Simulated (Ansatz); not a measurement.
# ScIn3N2: the cost of one run

Method: DFT PBE, scalar-relativistic, plane waves, PAW, in Ansatz 0.2.0.

## Step 1: The structure to begin with

The structure is tetragonal, space group P4/mmm (No. 123). Conventional cell: a = 3.966 Å, b = 3.966 Å, c = 8.517 Å, α = 90.00°, β = 90.00°, γ = 90.00°. Around Sc (site symmetry 4/mmm) lie 2 In at 1.98 Å and 4 N at 2.80 Å. Around In (site symmetry 4/mmm) lie 2 In at 2.28 Å and 4 N at 2.80 Å. In (site symmetry 4mm) has 1 Sc at 1.98 Å as nearest neighbours. N (site symmetry 4/mmm) has 4 In at 2.80 Å as nearest neighbours. Around N (site symmetry 4/mmm) lie 4 Sc at 2.80 Å.

Coordinates:

```cif
data_structure
_symmetry_space_group_name_H-M 'P 1'
_symmetry_Int_Tables_number 1
_cell_length_a 3.9665
_cell_length_b 3.9665
_cell_length_c 8.5166
_cell_angle_alpha 90.000
_cell_angle_beta 90.000
_cell_angle_gamma 90.000
_cell_volume 133.99
loop_
_atom_site_label
_atom_site_type_symbol
_atom_site_fract_x
_atom_site_fract_y
_atom_site_fract_z
_atom_site_occupancy
Sc1 Sc 0.00000 0.00000 0.50000 1
In1 In 0.00000 0.00000 0.00000 1
In2 In 0.00000 0.00000 0.73247 1
In3 In 0.00000 0.00000 0.26753 1
N1 N 0.50000 0.50000 0.00000 1
N2 N 0.50000 0.50000 0.50000 1
```

The cell is invented: random cell by space group and Wyckoff sites (P4/mmm, No. 123). Lengths come from tabulated atomic sizes and are only a guess.

## Step 2: The guess as it stands, on a coarse mesh

Contents of input.yaml:

```yaml
crystal:
  lattice:
    - [3.96645113, 0.0, 0.0]
    - [0.0, 3.96645113, 0.0]
    - [0.0, 0.0, 8.51656381]
  atoms:
    - { symbol: Sc, position: [0.0, 0.0, 0.5] }
    - { symbol: In, position: [0.0, 0.0, 0.0] }
    - { symbol: In, position: [0.0, 0.0, 0.7324661] }
    - { symbol: In, position: [0.0, 0.0, 0.2675339] }
    - { symbol: "N", position: [0.5, 0.5, 0.0] }
    - { symbol: "N", position: [0.5, 0.5, 0.5] }
basis:
  ecutwfc: 420
kpoints:
  mp_grid: { grid: [4, 4, 2] }
hamiltonian:
  xc: pbe
scf:
  occupations: { method: gaussian, width: 0.1 }
  lower_state_search: "off"
output:
  forces: true
  stress: true
  eigenvalues: true
```

Command:

```sh
ansatz run input.yaml --threads 1 --pin off --max-ram 2560MiB --backend cpu --events-out ev --progress --plain --runs-dir out
```

Q: Estimate wall time and peak memory on 1 thread of AMD EPYC, shared host.

About 12 s, with a peak of 0.45 GiB.
